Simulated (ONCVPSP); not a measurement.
# Sn: the cost of one run

Program: ONCVPSP 4.0.1.1 (patched build). Reference atom: PBE, scalar-relativistic, spherical and spin-unpolarised. All values are calculated.

## 1. The design

The settings as typed:

```json
{
 "element": "tin (Sn, Z = 50)",
 "type": "optimised norm-conserving Vanderbilt (ONCV)",
 "frozen core": "[Ar] 3d10",
 "valence charge": "22",
 "reference configuration": "4s2 4p6 4d10 5s2 5p2",
 "partial waves": "4s+5s: rc 1.55 bohr, ncon 4, nbas 8, qcut 9.9 1/bohr, 3 projectors, debl 1.2 Ha; 4p+5p: rc 1.04 bohr, ncon 4, nbas 7, qcut 9.4 1/bohr, 3 projectors, debl 3.8 Ha; 4d: rc 1.35 bohr, ncon 4, nbas 9, qcut 10.9 1/bohr, 1 projector",
 "local potential": "polynomial inside 1.04 bohr (lpopt 5, dvloc0 3 Ha)",
 "core correction": "Teter function, fcfact 1.75, rcfact 1.35"
}
```

An earlier all-electron run gives the scale for the radii.

All-electron outer shells of the reference configuration (PBE, scalar-relativistic, ld1.x):

```tsv
shell	level (eV)	outermost node (bohr)	outermost maximum (bohr)
3p	-698.81	0.14	0.30
3d	-473.43	–	0.25
4s	-133.93	0.40	0.74
4p	-89.70	0.41	0.79
4d	-25.84	0.39	0.88
5s	-10.55	0.98	2.01
5p	-3.69	1.09	2.55
```

## 2. Generation

File Sn.dat:

```
# ATOM AND REFERENCE CONFIGURATION
# atsym  z   nc   nv     iexc    psfile
  Sn 50.00    6    5        4      upf
#
#   n    l    f
    1    0    2.00
    2    0    2.00
    2    1    6.00
    3    0    2.00
    3    1    6.00
    3    2   10.00
    4    0    2.00
    4    1    6.00
    4    2   10.00
    5    0    2.00
    5    1    2.00
#
# PSEUDOPOTENTIAL AND OPTIMIZATION
# lmax
    2
#
#   l,   rc,      ep,       ncon, nbas, qcut
    0    1.55    0.00    4    8    9.90
    1    1.04    0.00    4    7    9.40
    2    1.35    0.00    4    9   10.90
#
# LOCAL POTENTIAL
# lloc, lpopt,  rc(5),   dvloc0
    4    5    1.04    3.00
#
# VANDERBILT-KLEINMAN-BYLANDER PROJECTORs
# l, nproj, debl
    0    3    1.20
    1    3    3.80
    2    1    1.70
#
# MODEL CORE CHARGE
# icmod, fcfact, rcfact
    3    1.75    1.35
#
# LOG DERIVATIVE ANALYSIS
# epsh1, epsh2, depsh
   -6.00    5.00    0.04
#
# OUTPUT GRID
# rlmax, drl
    6.00    0.01
#
# TEST CONFIGURATIONS
# ncnf
    4
# nvcnf
#   n    l    f
    5
    4    0    2.00
    4    1    6.00
    4    2   10.00
    5    0    2.00
    5    1    1.00
#
    5
    4    0    2.00
    4    1    6.00
    4    2   10.00
    5    0    2.00
    5    1    0.00
#
    5
    4    0    2.00
    4    1    6.00
    4    2   10.00
    5    0    1.00
    5    1    0.00
#
    5
    4    0    2.00
    4    1    6.00
    4    2   10.00
    5    0    0.00
    5    1    4.00
#
```

Launch:

```bash
$ oncvpsp.x < Sn.dat > Sn.out
```

**Question.** How long does this run take on 1 thread of Neoverse-N1, shared host?

About 6.7 s.
